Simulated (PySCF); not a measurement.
# C₂H₅F₃SSi: electronic excitations

Wanted: the electronic excitations of C₂H₅F₃SSi (`FCC(F)(F)[SiH2]S`), by calculation.

The runs use PySCF 2.14.0, with density-fitted response routines of our own; the level of theory stands in each step. All values are computed, except where a source is named. Atoms are numbered from 0 throughout.

### 1 Starting geometry

12 atoms, charge 0, multiplicity 1; geometry from: GFN2-xTB.

Bonds of the start (Å): F0–C1 1.37, C1–C2 1.52, C2–F3 1.37, C2–F4 1.37, C2–Si5 1.95, Si5–S6 2.13, C1–H7 1.09, C1–H8 1.09, Si5–H9 1.45, Si5–H10 1.45, S6–H11 1.33.

### 2 Ultraviolet spectrum: B3LYP/def2-SVPD

The job: settings as JSON, then the geometry in Å.

```
{"job": {"kind": "uv", "xc": "B3LYP", "basis": "def2-SVPD", "nstates": 8, "ntriplets": 3}, "charge": 0, "multiplicity": 1}
F     -0.504671    -1.373836     1.036157
C     -1.207296    -0.862185    -0.027643
C     -0.697876     0.539533    -0.336530
F     -0.812095     0.755219    -1.682502
F     -1.536577     1.464879     0.227958
Si     1.117759     0.924940     0.259746
S      2.468024    -0.595263    -0.390409
H     -2.266040    -0.857739     0.245435
H     -1.029835    -1.517715    -0.884966
H      1.043992     0.999280     1.709862
H      1.511558     2.125738    -0.451551
H      1.914255    -1.603539     0.268415
```

With the program's defaults for keys left out, this is: TDDFT B3LYP/def2-SVPD, vertical, gas phase, core orbitals frozen in the response.

On the command line:

```sh
OMP_NUM_THREADS=1 python probes_run.py task.json out
```

This one command runs all jobs of the session in turn.

Predict these results of the whole session: lowest singlet (B3LYP/def2-SVPD); brightest single state of those computed; lowest triplet; surface potential, 1st and 99th percentile.

**Answer**, as computed:

```
                                quantity                        value
        lowest singlet (B3LYP/def2-SVPD)  5.98 eV (207 nm), f = 0.019
brightest single state of those computed  state 6, 7.43 eV, f = 0.031
                          lowest triplet                      5.65 eV
   surface potential, 1st and 99th percentile           -0.67 V and 1.34 V
```

What this shows: The first singlet state (HOMO→LUMO 0.99) lies at 5.98 eV and is weak; of the 8 states computed, the strongest absorption comes from state 6 at 7.43 eV. The lowest triplet lies 0.34 eV below the lowest singlet (triplets in Tamm-Dancoff, singlets in full TDDFT). At B3LYP/def2-SVPD, counted by nearest atom on the grid, the HOMO lies on S6 71 %; H11 9 %, the LUMO on H11 20 %; S6 19 %.
